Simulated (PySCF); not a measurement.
# IO−: from the state search to spectroscopic constants

The task here is to estimate one member of a computed series from the others.

Computed with PySCF 2.14.0. Level: I aug-cc-pVDZ-PP with ECP28, O aug-cc-pVDZ, scalar-relativistic core potentials.

Set-up of the first run:

A driver script around PySCF takes these settings:

```json
{
 "atoms": "I, O",
 "charge": "-1",
 "basis": "I aug-cc-pVDZ-PP with ECP28, O aug-cc-pVDZ",
 "Hamiltonian": "scalar-relativistic core potentials",
 "basis functions": "55",
 "electrons treated": "34",
 "masses in u": "126.9045, 15.9949",
 "levels": "PBE0, PBE, r²SCAN, TPSS, B97-3, BHandHLYP, HF, MP2, SCS-MP2, CCSD, CCSD(T)",
 "grid": "80 radial by 434 angular points",
 "occupations": "held fixed by the projection of orbital angular momentum",
 "dissociation limit": "I− + O, each in its ground configuration",
 "starting distance in angstrom": "2.010",
 "values of 2S to try": "0, 2"
}
```

Run with:

```bash
> OMP_NUM_THREADS=1 python dia.py task.json out
```

Among the steps run: The job; PBE0 along the bond; Higher solutions at PBE0; PBE; r²SCAN (meta-GGA); TPSS; B97-3 (global hybrid GGA); BHandHLYP; RHF (mean field); Correlated methods on the Hartree–Fock reference.

One table of the session follows, with a row left open; its other results are not shown here.

Differences from CCSD(T) in the same basis:

```
      level  Re (mÅ)  ωe (%)
        RHF      -37    +1.4
    RHF-MP2      -46   +23.6
RHF-SCS-MP2      -38   +19.6
   RHF-CCSD        ?       ?
        PBE       -9    +4.0
       TPSS      -10    +3.9
     r²SCAN      -22    +6.5
       PBE0      -35    +9.1
      B97-3      -28    +6.8
  BHandHLYP      -35    +6.8
```

**Question.** Estimate the row for RHF-CCSD.

**Answer.** Re (mÅ): -12; ωe (%): +3.7. In the column «Re (mÅ)» it lies between r²SCAN (-22) and TPSS (-10).

Hartree–Fock makes the bond too short and too stiff against this reference, as it mostly does. CCSD(T) in a basis this small is itself some way from its limit, more so than the functionals.
